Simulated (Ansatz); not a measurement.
# AlB2P3: the band gap up the ladder of functionals

One table from this session's results is given with a row withheld; the runs are named, their logs left out.

The runs shown are made with Ansatz 0.2.0. PAW datasets, plane waves. No spin polarisation and no zero-point or thermal motion; the cell was built from a prototype and may be hypothetical.

## The cell

The cell was relaxed beforehand with r2SCAN.

Space group P3m1 (No. 156), trigonal; a = 3.408 Å, c = 8.615 Å in the conventional setting, 14.45 Å³ an atom. B has 4 P at 1.97–2.06 Å; B has 4 P at 1.97–2.07 Å; Al has 4 P at 2.23–2.37 Å; P has 4 B at 1.97–2.06 Å; P has 3 B at 2.07 Å and 1 Al at 2.37 Å.

As a file:

```
CELL_PARAMETERS angstrom
3.40833 0.00000 0.00000
-1.70416 2.95170 0.00000
0.00000 0.00000 8.61511
ATOMIC_POSITIONS crystal
B 0.00000 0.00000 0.98580
B 0.66667 0.33333 0.68571
Al 0.33333 0.66667 0.33703
P 0.66667 0.33333 0.91393
P 0.33333 0.66667 0.61267
P 0.00000 0.00000 0.21487
```

Set-up of the first run:

The input, input.yaml:

```yaml
crystal:
  lattice:
    - [3.4083298663, 0.0, 0.0]
    - [-1.7041649331, 2.9517002487, 0.0]
    - [0.0, 0.0, 8.6151137251]
  atoms:
    - { symbol: B, position: [0.0, 0.0, -0.0142002433] }
    - { symbol: B, position: [0.6666666667, 0.3333333333, 0.6857069917] }
    - { symbol: Al, position: [0.3333333333, 0.6666666667, 0.3370278487] }
    - { symbol: P, position: [0.6666666667, 0.3333333333, 0.9139262967] }
    - { symbol: P, position: [0.3333333333, 0.6666666667, 0.6126679886] }
    - { symbol: P, position: [0.0, 0.0, 0.2148711175] }
kpoints:
  mp_grid: { grid: [12, 12, 4] }
  band_path:
    path:
      - [[0.0, 0.0, 0.0], [0.5, 1.496261994614e-18, -1.127847654224e-18], [0.3333333333333, 0.3333333333333, -7.518984361493e-19], [0.0, 0.0, 0.0], [-3.389638883776e-36, 2.50134268843e-36, 0.5], [0.5, 1.540347809604e-18, 0.5], [0.3333333333333, 0.3333333333333, 0.5], [-3.389638883776e-36, 2.50134268843e-36, 0.5]]
      - [[0.5, 1.540347809604e-18, 0.5], [0.5, 1.496261994614e-18, -1.127847654224e-18]]
      - [[0.3333333333333, 0.3333333333333, 0.5], [0.3333333333333, 0.3333333333333, -7.518984361493e-19]]
    npoints: 10
hamiltonian:
  xc: pbe
scf:
  occupations: { method: fermi_dirac, width: 0.02 }
  n_extra_bands: 5
output:
  forces: true
  stress: true
  eigenvalues: true
```

Command:

```sh
ansatz run input.yaml --threads 4 --pin off --max-ram 6451MiB --backend cpu --events-out ev --progress --plain --runs-dir out
```

Among the steps run: Band structure with PBE; r2SCAN; Single point with HSE06; Single point with PBE0.

One of the session's tables, all rows but one given; the rest of the session is left out.

| level | gap (eV) |
| --- | --- |
| PBE | 0.26 |
| r2SCAN | 0.51 |
| HSE06 | ? |
| PBE0 | 1.59 |

Estimate the missing values for HSE06.

**Answer.** gap (eV): 0.91. In the column «gap (eV)» it lies between r2SCAN (0.51) and PBE0 (1.59).

Meshes: PBE 12×12×4, r2SCAN 12×12×4, HSE06 6×6×2, PBE0 6×6×2

In words: The gap runs from 0.26 eV (PBE) to 1.59 eV (PBE0). Against HSE06, PBE is short by 0.65 eV, at 28 % of it, and r2SCAN 56 %. PBE0 lies 0.69 eV above HSE06, which differs from it by screening the long-range exchange.

Caveats from the session: Warnings in the runs' records: stress scf threshold loose, stress exchange threshold loose.
